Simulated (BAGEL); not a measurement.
# One shape, several levels: CH5BOSi (SMILES B[SiH2]C=O)

Aim: a comparison of 4 runs (B3LYP/6-31G*, B3LYP/def2-SVP, PBE0/def2-SVP, RI-MP2/def2-SVP) of CH5BOSi. 

The calculation is run with BAGEL 1.2.2.

1 further run of the same task is left out (it didn't finish). Runs told in other sessions of the task aren't counted.

## Step 1: The molecule

The species is CH5BOSi (9 atoms), meant as a singlet with charge 0. SMILES: `B[SiH2]C=O`. The shape is that of a PBE0-D4/def2-TZVP optimisation. This is one conformer, not always the lowest.

Bond lengths: B1–Si2 2.006 Å, Si2–C3 1.933 Å, C3–O4 1.202 Å, B1–H5 1.196 Å, B1–H6 1.194 Å, Si2–H7 1.484 Å, Si2–H8 1.495 Å, C3–H9 1.118 Å. Some angles: B1–Si2–C3 108.4°, Si2–C3–O4 123.6°, B1–Si2–H7 117.0°, B1–Si2–H8 106.3°, C3–Si2–H7 108.9°, C3–Si2–H8 105.6°, Si2–B1–H5 119.1°, Si2–B1–H6 123.0°, Si2–C3–H9 116.8°, O4–C3–H9 119.6°.

## Step 2: The energy at B3LYP/6-31G(d) (density fitting with qzvpp-jkfit, spherical functions) (run 1)

Contents of input.json:

```json
{ "bagel" : [

{
  "title" : "molecule",
  "basis" : "6-31gs.json",
  "df_basis" : "qzvpp-jkfit",
  "angstrom" : true,
  "geometry" : [
    { "atom" : "B", "xyz" : [      -0.950100,       0.850000,      -1.073100 ] },
    { "atom" : "Si", "xyz" : [       0.610800,      -0.206000,      -0.386500 ] },
    { "atom" : "C", "xyz" : [       0.330600,      -0.553700,       1.494500 ] },
    { "atom" : "O", "xyz" : [       1.022800,      -0.098400,       2.365800 ] },
    { "atom" : "H", "xyz" : [      -2.057600,       0.518200,      -0.767000 ] },
    { "atom" : "H", "xyz" : [      -0.828800,       1.799400,      -1.786900 ] },
    { "atom" : "H", "xyz" : [       1.958100,       0.387600,      -0.570700 ] },
    { "atom" : "H", "xyz" : [       0.542000,      -1.540900,      -1.055900 ] },
    { "atom" : "H", "xyz" : [      -0.539200,      -1.202400,       1.762900 ] }
  ]
},

{
  "title" : "ks",
  "xc_func" : "b3lyp",
  "charge" : 0
},

{
  "title" : "print",
  "file" : "orbitals.molden",
  "orbitals" : true
}

]}
```

The basis set 6-31G* is read from a file made from the Basis Set Exchange's data (not shown).

Command:

```
$ BAGEL_NUM_THREADS=1 BAGEL input.json > input.out
```

The program printed:

```text
* using 1 threads per process

  ===============================================================
  ===============================================================

  *** Geometry ***

  { "atom" : "B", "xyz" : [     -1.795429,      1.606267,     -2.027865 ] },
  { "atom" : "Si", "xyz" : [      1.154245,     -0.389284,     -0.730379 ] },
  { "atom" : "C", "xyz" : [      0.624743,     -1.046341,      2.824196 ] },
  { "atom" : "O", "xyz" : [      1.932812,     -0.185949,      4.470714 ] },
  { "atom" : "H", "xyz" : [     -3.888300,      0.979256,     -1.449420 ] },
  { "atom" : "H", "xyz" : [     -1.566205,      3.400373,     -3.376752 ] },
  { "atom" : "H", "xyz" : [      3.700273,      0.732458,     -1.078467 ] },
  { "atom" : "H", "xyz" : [      1.024232,     -2.911879,     -1.995362 ] },
  { "atom" : "H", "xyz" : [     -1.018940,     -2.272207,      3.331398 ] },

  Number of auxiliary basis functions:      445

  Since a DF basis is specified, we compute 2- and 3-index integrals:
    o Being stored without compression. Storage requirement is 0.017 GB

  Number of basis functions:       70
  Number of electrons      :       38

    * METHOD: MOLECULE                             0.14

  *** Kohn-Sham DFT ***

    * Removing 15749 points whose weight is below 1.00e-10
    * Grid points: 118405

  === Nuclear Repulsion ===
   133.9310177339

       - DIIS with orbital gradients will be used.

  === KS iteration (b3lyp / 6-31gs.json) ===
      0       -401.39883052          0.13516002           0.27
      1       -373.27707647          0.12396611           0.26
      2       -339.46785167          0.16886389           0.25
      3       -418.44751248          0.10592326           0.25
      4       -422.84714360          0.08064941           0.26
      5       -427.24844783          0.06598294           0.27
[... 16 lines of this table left out ...]
     22       -430.60960148          0.00000001           0.25
     23       -430.60960148          0.00000001           0.26
    * SCF iteration converged.

    * Permanent dipole moment:
           (    0.515275,     0.171909,     0.677008) a.u.

    * METHOD: KS                                   6.68

    * METHOD: PRINT                                0.01

  ===============================================================
```

Wall time 7.2 s (1 thread of Intel Xeon 6975P-C (Granite Rapids), shared host); peak memory 0.4 GiB.

## Step 3: The energy at B3LYP/def2-SVP (density fitting with qzvpp-jkfit) (run 2)

Contents of input.json:

```json
{ "bagel": [

{
  "title": "molecule",
  "basis": "svp",
  "df_basis": "qzvpp-jkfit",
  "angstrom": true,
  "geometry": [
    { "atom": "B", "xyz": [      -0.950100,       0.850000,      -1.073100 ] },
    { "atom": "Si", "xyz": [       0.610800,      -0.206000,      -0.386500 ] },
    { "atom": "C", "xyz": [       0.330600,      -0.553700,       1.494500 ] },
    { "atom": "O", "xyz": [       1.022800,      -0.098400,       2.365800 ] },
    { "atom": "H", "xyz": [      -2.057600,       0.518200,      -0.767000 ] },
    { "atom": "H", "xyz": [      -0.828800,       1.799400,      -1.786900 ] },
    { "atom": "H", "xyz": [       1.958100,       0.387600,      -0.570700 ] },
    { "atom": "H", "xyz": [       0.542000,      -1.540900,      -1.055900 ] },
    { "atom": "H", "xyz": [      -0.539200,      -1.202400,       1.762900 ] }
  ]
},

{
  "title": "ks",
  "xc_func": "b3lyp"
},

{
  "title": "print",
  "file": "orbitals.molden",
  "orbitals": true
}

]}
```

Command:

```
$ BAGEL_NUM_THREADS=1 BAGEL input.json > input.out
```

The program printed:

```text
* using 1 threads per process

  ===============================================================
  ===============================================================

  *** Geometry ***

  { "atom" : "B", "xyz" : [     -1.795429,      1.606267,     -2.027865 ] },
  { "atom" : "Si", "xyz" : [      1.154245,     -0.389284,     -0.730379 ] },
  { "atom" : "C", "xyz" : [      0.624743,     -1.046341,      2.824196 ] },
  { "atom" : "O", "xyz" : [      1.932812,     -0.185949,      4.470714 ] },
  { "atom" : "H", "xyz" : [     -3.888300,      0.979256,     -1.449420 ] },
  { "atom" : "H", "xyz" : [     -1.566205,      3.400373,     -3.376752 ] },
  { "atom" : "H", "xyz" : [      3.700273,      0.732458,     -1.078467 ] },
  { "atom" : "H", "xyz" : [      1.024232,     -2.911879,     -1.995362 ] },
  { "atom" : "H", "xyz" : [     -1.018940,     -2.272207,      3.331398 ] },

  Number of auxiliary basis functions:      445

  Since a DF basis is specified, we compute 2- and 3-index integrals:
    o Being stored without compression. Storage requirement is 0.026 GB

  Number of basis functions:       85
  Number of electrons      :       38

    * METHOD: MOLECULE                             0.14

  *** Kohn-Sham DFT ***

    * Removing 15749 points whose weight is below 1.00e-10
    * Grid points: 118405

  === Nuclear Repulsion ===
   133.9310177339

       - DIIS with orbital gradients will be used.

  === KS iteration (b3lyp / svp) ===
      0       -402.38529821          0.10148719           0.33
      1       -367.97986803          0.13033869           0.31
      2       -338.28496692          0.18709118           0.32
      3       -416.50806231          0.09796505           0.32
      4       -427.19999981          0.05241886           0.31
      5       -428.65450692          0.04441962           0.32
      6       -430.30162553          0.01657178           0.31
      7       -430.27296171          0.01891921           0.31
      8       -430.42748906          0.00282030           0.31
      9       -430.43239282          0.00108858           0.31
     10       -430.43302765          0.00019342           0.31
     11       -430.43304737          0.00004678           0.31
     12       -430.43304862          0.00000947           0.31
     13       -430.43304870          0.00000559           0.30
     14       -430.43304872          0.00000210           0.31
     15       -430.43304872          0.00000175           0.30
     16       -430.43304872          0.00000044           0.30
     17       -430.43304872          0.00000012           0.31
     18       -430.43304872          0.00000005           0.31
     19       -430.43304872          0.00000002           0.31
     20       -430.43304872          0.00000001           0.31
    * SCF iteration converged.

    * Permanent dipole moment:
           (    0.495358,     0.161660,     0.665644) a.u.

    * METHOD: KS                                   7.04

    * METHOD: PRINT                                0.01

  ===============================================================
```

Run time: 7.5 s. Hardware: 1 thread of Intel Xeon 6975P-C (Granite Rapids), shared host; peak memory 0.46 GiB.

Run 3 isn't shown in full; the table further down has it.

## Step 4: A single-point energy at RI-MP2/def2-SVP (density fitting with qzvpp-jkfit) (run 4)

Contents of calc.json:

```json
{ "bagel" : [

{
  "title" : "molecule",
  "basis" : "svp",
  "df_basis" : "qzvpp-jkfit",
  "angstrom" : "true",
  "geometry" : [
    { "atom" : "B", "xyz" : [   -0.950100,    0.850000,   -1.073100 ] },
    { "atom" : "Si", "xyz" : [    0.610800,   -0.206000,   -0.386500 ] },
    { "atom" : "C", "xyz" : [    0.330600,   -0.553700,    1.494500 ] },
    { "atom" : "O", "xyz" : [    1.022800,   -0.098400,    2.365800 ] },
    { "atom" : "H", "xyz" : [   -2.057600,    0.518200,   -0.767000 ] },
    { "atom" : "H", "xyz" : [   -0.828800,    1.799400,   -1.786900 ] },
    { "atom" : "H", "xyz" : [    1.958100,    0.387600,   -0.570700 ] },
    { "atom" : "H", "xyz" : [    0.542000,   -1.540900,   -1.055900 ] },
    { "atom" : "H", "xyz" : [   -0.539200,   -1.202400,    1.762900 ] }
  ]
},
{ "title" : "hf" },
{ "title" : "mp2", "ncore" : 8 }

]}
```

Command:

```
$ BAGEL_NUM_THREADS=1 BAGEL calc.json > calc.out
```

The program printed:

```text
* using 1 threads per process

  ===============================================================
  ===============================================================

  *** Geometry ***

  { "atom" : "B", "xyz" : [     -1.795429,      1.606267,     -2.027865 ] },
  { "atom" : "Si", "xyz" : [      1.154245,     -0.389284,     -0.730379 ] },
  { "atom" : "C", "xyz" : [      0.624743,     -1.046341,      2.824196 ] },
[... 5 lines of this table left out ...]
  { "atom" : "H", "xyz" : [     -1.018940,     -2.272207,      3.331398 ] },

  Number of auxiliary basis functions:      445

  Since a DF basis is specified, we compute 2- and 3-index integrals:
    o Being stored without compression. Storage requirement is 0.026 GB

  Number of basis functions:       85
  Number of electrons      :       38

    * METHOD: MOLECULE                             0.14

  *** RHF ***

  === Nuclear Repulsion ===
   133.9310177339

      * DIIS with orbital gradients will be used.

  === RHF iteration (svp) ===
      0       -428.80306606          0.01689366           0.04
      1       -428.89674286          0.01384764           0.04
      2       -428.98822098          0.00192615           0.04
[... 11 lines of this table left out ...]
     14       -428.99229826          0.00000000           0.04
    * SCF iteration converged.

    * Permanent dipole moment:
           (    0.655413,     0.149840,     0.934367) a.u.

    * METHOD: HF                                   0.66

  *** RHF ***

  === Nuclear Repulsion ===
   133.9310177339

      * DIIS with orbital gradients will be used.

  === RHF iteration (svp) ===
      0       -428.99229826          0.00000000           0.03
    * SCF iteration converged.

    * Permanent dipole moment:
           (    0.655413,     0.149840,     0.934367) a.u.

  === DF-MP2 calculation ===

    * freezing 8 orbitals
    * 3-index integral transformation done
    * assembly done

      MP2 correlation energy:   -0.4857285450      0.02

      MP2 total energy:       -429.4780268014

    * METHOD: MP2                                  0.10

  ===============================================================
```

Wall time 1 s (1 thread of Intel Xeon 6975P-C (Granite Rapids), shared host); peak memory 0.11 GiB.

## Step 5: Overview of the runs

| run | level | frozen core orbitals | energy (Eh) | dipole moment (D) | HOMO energy (eV) | LUMO energy (eV) | wall time |
| --- | --- | --- | --- | --- | --- | --- | --- |
| 1 | B3LYP/6-31G* (density fitting with qzvpp-jkfit, spherical functions) | – | -430.609601 | 2.21 | -6.52 | -2.69 | 7.2 s |
| 2 | B3LYP/def2-SVP (density fitting with qzvpp-jkfit) | – | -430.433049 | 2.15 | -6.64 | -2.91 | 7.5 s |
| 3 | PBE0/def2-SVP (density fitting with qzvpp-jkfit) | – | -430.113530 | 2.22 | -6.91 | -2.76 | 7.5 s |
| 4 | RI-MP2/def2-SVP (density fitting with qzvpp-jkfit) | 8 | -429.478027 | – | – | – | 1 s |

## Step 6: Summary of results

| quantity | value |
| --- | --- |
| run 4: total energy | -429.47803 Eh |
| run 4: correlation energy (8 core orbitals frozen) | -485.7 mEh |

What this shows: Over runs 1, 2, 3 the dipole moment (its size) runs from 2.15 D (B3LYP/def2-SVP) to 2.22 D (PBE0/def2-SVP). Over runs 1, 2, 3 the HOMO–LUMO gap runs from 3.73 eV (B3LYP/def2-SVP) to 4.15 eV (PBE0/def2-SVP). Totals of different functionals can't be ranked against each other. All runs together took 23 s, the longest 7.5 s.
